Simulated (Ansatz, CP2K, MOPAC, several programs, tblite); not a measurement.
Energy against volume for NbP (I4_1md) from a database structure, at fixed shape and fractional coordinates, computed by several methods (PBE and r2SCAN, where shown, with plane waves in Ansatz); the cell shown is that of r2SCAN. With free coordinates or axes held, a curve is too stiff, and on another method's shape its minimum isn't the method's own volume. Space group I4_1md (No. 109), tetragonal; conventional cell a = 3.338 Å, c = 11.464 Å, 15.97 Å³ an atom. Nb has 6 P at 2.54–2.55 Å; P has 6 Nb at 2.54–2.55 Å. The values are computed, spin-unpolarised, and not measurements. Energies count from each curve's lowest point; fits are third-order Birch-Murnaghan.

```cif
data_structure
_symmetry_space_group_name_H-M 'I4_1md'
_symmetry_Int_Tables_number 109
_cell_length_a 3.3384
_cell_length_b 3.3384
_cell_length_c 11.4640
_cell_angle_alpha 90.000
_cell_angle_beta 90.000
_cell_angle_gamma 90.000
_cell_volume 127.76
loop_
_atom_site_label
_atom_site_type_symbol
_atom_site_symmetry_multiplicity
_atom_site_Wyckoff_symbol
_atom_site_fract_x
_atom_site_fract_y
_atom_site_fract_z
_atom_site_occupancy
Nb1 Nb 4 a 0.50000 0.50000 0.99982 1
P1 P 4 a 0.00000 0.00000 0.08281 1
```

PM7 (MOPAC), on the shape of the cell shown, as a cluster of 72 atoms at the zone centre:
```tsv
V (Å³/atom)	E (meV/atom)
14.054	4046.84
15.012	2378.45
15.970	1228.92
16.929	467.61
17.887	0.00
```
The lowest point is an end point, so the minimum isn't bracketed.

Problem. GFN1-xTB (tblite), on the shape of the cell shown, as a cluster of 72 atoms at the zone centre, gives
```csv
V (Å³/atom),E (meV/atom)
14.054,80.37
15.012,11.32
15.970,0.00
16.929,24.51
17.887,71.71
```
What equilibrium volume and bulk modulus follow?

Solution. V₀ = 15.73 Å³ an atom and B₀ = 110 GPa.

r2SCAN, on the shape of its own relaxed cell:
```
V (Å³/atom)  E (meV/atom)
     15.012         39.65
     15.491          9.46
     15.970          0.00
     16.450          8.26
     16.929         31.65
```
V₀ = 15.97 Å³ an atom and B₀ = 197 GPa.

Problem. PBE, on the shape of its own relaxed cell, gives
```
V (Å³/atom)  E (meV/atom)
     15.048         38.41
     15.529          9.18
     16.009          0.00
     16.489          7.95
     16.970         30.52
```
What equilibrium volume and bulk modulus follow?

Solution. V₀ = 16.01 Å³ an atom and B₀ = 190 GPa.

PBE/SZV (CP2K), on the shape of the cell shown:
```tsv
V (Å³/atom)	E (meV/atom)
14.054	360.16
15.012	139.35
15.970	29.27
16.929	0.00
17.887	29.71
```
V₀ = 16.88 Å³ an atom and B₀ = 176 GPa.
